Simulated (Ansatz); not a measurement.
# AlNi: the cost of one run

Program: Ansatz 0.2.0, driven from Python. The levels of theory stand in the script. These are calculated values, not measurements.

## Step 1: The system

Symmetry: Cmmm, No. 65, orthorhombic system. Conventional cell: a = 3.877 Å, b = 3.906 Å, c = 3.099 Å, α = 90.00°, β = 90.00°, γ = 90.00°. Around Al (site symmetry mmm) lie 8 Ni at 2.48 to 2.49 Å and 4 Al at 2.75 Å. Ni (site symmetry mmm) has 8 Al at 2.48 to 2.49 Å and 4 Ni at 2.75 Å as nearest neighbours.

The script holds or builds the structure itself.

## Step 2: The script

xc_alni.py

```python
import ansatz as az
from ase import Atoms
from tabulate import tabulate

atoms = Atoms(
    ["Al", "Ni"],
    scaled_positions=[
        (0.0, 0.0, 0.0),
        (0.5, 0.5, 0.5),
    ],
    cell=[
        (1.938694, -1.95319, 0.0),
        (1.938694, 1.95319, 0.0),
        (0.0, 0.0, 3.09943),
    ],
    pbc=True,
)
atoms.set_initial_magnetic_moments([0.0, 1.5])
cell = az.Crystal.from_ase(atoms)

base = (
    cell.calculation()
    .kpoints(mesh=(11, 11, 10), center="gamma")
    .occupations("Fermi-Dirac", width=0.1)
    .spin(az.SpinTreatment.COLLINEAR)
    .scf(tolerance=1e-09)
    .forces()
    .stress()
)

rows = []
for value in ["pbesol", "blyp", "lda"]:
    r = base.functional(value).run().report
    rows.append((value, r["free_energy_ev"] / len(r["lattice"]["sites"]), r["n_iterations"], sum(r["stress_gpa"][i][i] for i in range(3)) / 3, max(abs(f) for row in r["forces_ev_ang"] for f in row), r["magnetization_mub"], r["n_kpoints"]))

print(tabulate(rows, headers=["functional", "F/atom (eV)", "iterations", "P (GPa)", "max component (eV/A)", "moment (muB)", "k-points"], floatfmt=".4f", tablefmt="github"))
```

## Step 3: The calls as engine input

The package turns the script's settings into the engine's input (first run):

```yaml
crystal:
  lattice:
    - [1.938694, -1.95319, 0.0]
    - [1.938694, 1.95319, 0.0]
    - [0.0, 0.0, 3.09943]
  atoms:
    - { symbol: Al, position: [0.0, 0.0, 0.0], spin: 0.0 }
    - { symbol: Ni, position: [0.5, 0.5, 0.5], spin: 1.5 }
kpoints:
  mp_grid:
    grid: [11, 11, 10]
    shift: [0.0, 0.0, 0.0]
hamiltonian:
  xc: pbesol
magnetization:
  spin_polarized: true
scf:
  convergence:
    dr2_threshold: 1.0e-09
  occupations:
    method: fermi_dirac
    width: 0.1
output:
  forces: true
  stress: true
```

## Step 4: Running it

On the command line:

```sh
$ python xc_alni.py
```

**Question.** How long does this script take on 1 thread of Arm Neoverse V2, shared host, and how much memory does it need?

About 33 s, with a peak of 0.5 GiB.
